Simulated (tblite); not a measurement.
# C7H13N3: the cost of one run

Computed with tblite 0.8.0 and PySCF 2.14.0, with density-fitted response routines of our own, on a single molecule in the gas phase. Atoms are numbered from 0 throughout.

**1. Starting geometry**

23 atoms, charge 0, multiplicity 1; geometry from: force field or distance geometry start.

Bonds of the start (Å): C0–C1 1.51, C1–C2 1.36, C2–N3 1.37, N3–N4 1.33, N4–C5 1.45, C5–C6 1.49, C6–C7 1.52, C6–C8 1.52, N4–N9 1.34, N9–C1 1.35, C0–H10 1.12, C0–H11 1.12, C0–H12 1.09, C2–H13 1.09, C5–H14 1.12, C5–H15 1.12, C6–H16 1.11, C7–H17 1.10, C7–H18 1.11, C7–H19 1.11, C8–H20 1.10, C8–H21 1.10, C8–H22 1.12.

**2. Relaxing the molecule with GFN2-xTB**

What the job is given:

```
{"job": {"kind": "relax", "xc": "GFN2-xTB", "basis": "xTB"}, "charge": 0, "multiplicity": 1}
C      3.929900    -0.390000     0.174400
C      2.525200    -0.216100    -0.362800
C      2.009500    -0.701500    -1.528000
N      0.704900    -0.274900    -1.560800
N      0.453500     0.407500    -0.444900
C     -0.780200     1.049000    -0.030900
C     -1.631900     0.134300     0.775800
C     -1.951300    -1.061400    -0.107900
C     -2.967400     0.823100     0.976600
N      1.562100     0.456400     0.302200
H      4.026600     0.367800     0.990900
H      4.627000    -0.025200    -0.617000
H      4.145800    -1.408800     0.480700
H      2.524200    -1.286400    -2.286200
H     -0.585100     1.964300     0.591700
H     -1.374600     1.308400    -0.938900
H     -1.181700    -0.188100     1.738100
H     -1.190300    -1.849800    -0.074700
H     -2.044800    -0.699500    -1.158100
H     -2.956100    -1.433100     0.169000
H     -3.788600     0.115500     0.767600
H     -3.053300     1.312900     1.953900
H     -3.008100     1.622500     0.199000
```

The run is started by

```
$ OMP_NUM_THREADS=1 python probes_run.py task.json out
```

This one command runs all jobs of the session in turn.

Q: Estimate the wall time of this first job on 1 thread of Arm Neoverse N1, shared host.

About 1.4 s.
